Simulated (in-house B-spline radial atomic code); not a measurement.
# Ta in a hard spherical wall

What does confinement do to Ta? The free system is solved first, then the same system inside hard walls. More than one configuration is followed.

The numbers are computed with in-house B-spline radial atomic code version 1 (Dirac-Coulomb LDA (Slater, VWN5), spherical fractional occupations, Fermi nucleus, basis-set limit), except any that are marked as measured or tabulated.

## (1) What is computed

| Property | Result |
| --- | --- |
| element | tantalum (Z = 73) |
| charge | 0 |
| electrons | 73 |
| configuration | [Xe] 4f14 5d3 6s2 |
| Hamiltonian | Dirac-Coulomb |
| nucleus | Fermi, rms radius 5.351 fm |

Outer shells as boxes (Hund's rule):

[Xe] 4f14 5d3 6s2
```
[Xe] core
4f [↑↓][↑↓][↑↓][↑↓][↑↓][↑↓][↑↓]
5d [↑ ][↑ ][↑ ][  ][  ]
6s [↑↓]
```

The boxes only draw the filling; these runs are spin-restricted and spherical.

Input settings:

```ini
Z = 73
electrons = 73.0
configuration = [Xe] 4f14 5d3 6s2
hamiltonian = dirac
method = lda,vwn
spin_polarised = False
nucleus = fermi
rms_radius = 5.3507
mass_number = 181
atomic_mass = 180.947998528
speed_of_light = 137.035999084
```

The reference is known from an earlier run: -15614.392425 hartree in all. Up to eight levels, counted from the top:

```csv
orbital,occupation,energy (eV),<r> (bohr)
5s1/2,2,-72.997,1.101
5p1/2,2,-45.924,1.220
5p3/2,4,-37.087,1.328
4f5/2,6,-25.972,0.6339
4f7/2,8,-23.986,0.6449
6s1/2,2,-5.611,3.281
5d3/2,1.2,-4.151,2.184
5d5/2,1.8,-3.560,2.294
```

## (2) Wall at 4.64 bohr, configuration [Xe] 4f14 5d3 6s2

Input settings:

```ini
Z = 73
electrons = 73.0
configuration = [Xe] 4f14 5d3 6s2
hamiltonian = dirac
method = lda,vwn
spin_polarised = False
nucleus = fermi
rms_radius = 5.3507
mass_number = 181
atomic_mass = 180.947998528
speed_of_light = 137.035999084
wall_radius = 4.64
```

## (3) Wall at 2.75 bohr, configuration [Xe] 4f14 5d3 6s2

Settings: those of step 2 with these lines changed.

```diff
@@ -11,2 +11,2 @@
 speed_of_light = 137.035999084
-wall_radius = 4.64
+wall_radius = 2.75
```

## (4) Wall at 4.64 bohr, configuration [Xe] 4f14 5d2 6s2 6f1

Input settings:

```ini
Z = 73
electrons = 73.0
configuration = [Xe] 4f14 5d2 6s2 6f1
hamiltonian = dirac
method = lda,vwn
spin_polarised = False
nucleus = fermi
rms_radius = 5.3507
mass_number = 181
atomic_mass = 180.947998528
speed_of_light = 137.035999084
wall_radius = 4.64
```

## (5) Wall at 2.75 bohr, configuration [Xe] 4f14 5d2 6s2 6f1

Settings: those of step 4 with these lines changed.

```diff
@@ -11,2 +11,2 @@
 speed_of_light = 137.035999084
-wall_radius = 4.64
+wall_radius = 2.75
```

## (6) Wall at 4.64 bohr, configuration [Kr] 4d10 4f14 5s2 5p5 5d3 6s2 6d1

Input settings:

```ini
Z = 73
electrons = 73.0
configuration = [Kr] 4d10 4f14 5s2 5p5 5d3 6s2 6d1
hamiltonian = dirac
method = lda,vwn
spin_polarised = False
nucleus = fermi
rms_radius = 5.3507
mass_number = 181
atomic_mass = 180.947998528
speed_of_light = 137.035999084
wall_radius = 4.64
```

## (7) Wall at 2.75 bohr, configuration [Kr] 4d10 4f14 5s2 5p5 5d3 6s2 6d1

Settings: those of step 6 with these lines changed.

```diff
@@ -11,2 +11,2 @@
 speed_of_light = 137.035999084
-wall_radius = 4.64
+wall_radius = 2.75
```

**Question.** What do the energy and the highest level do as the wall closes in, and which configuration is lower at each radius?

**Answer**, as computed:

| configuration | radius (bohr) | energy above the free system (eV) | highest level (eV) |
| --- | --- | --- | --- |
| [Xe] 4f14 5d3 6s2 | 4.64 | 8.186 | 1.053 (5d5/2) |
| [Xe] 4f14 5d3 6s2 | 2.75 | 114.35 | 41.717 (6s1/2) |
| [Xe] 4f14 5d2 6s2 6f1 | 4.64 | 56.553 | 48.143 (6f7/2) |
| [Xe] 4f14 5d2 6s2 6f1 | 2.75 | 244.20 | 153.07 (6f7/2) |
| [Kr] 4d10 4f14 5s2 5p5 5d3 6s2 6d1 | 4.64 | 67.079 | 20.847 (6d5/2) |
| [Kr] 4d10 4f14 5s2 5p5 5d3 6s2 6d1 | 2.75 | 231.99 | 99.710 (6d5/2) |

For [Xe] 4f14 5d3 6s2 the energy above the free reference is 8.186 eV at 4.64 bohr and 114.35 eV at 2.75 bohr. Of [Xe] 4f14 5d3 6s2 and [Xe] 4f14 5d2 6s2 6f1, the first stays lower at every radius that both share. At 2.75 bohr the lowest of all 3 is [Xe] 4f14 5d3 6s2. A hard wall is a crude model of an atom's surroundings.
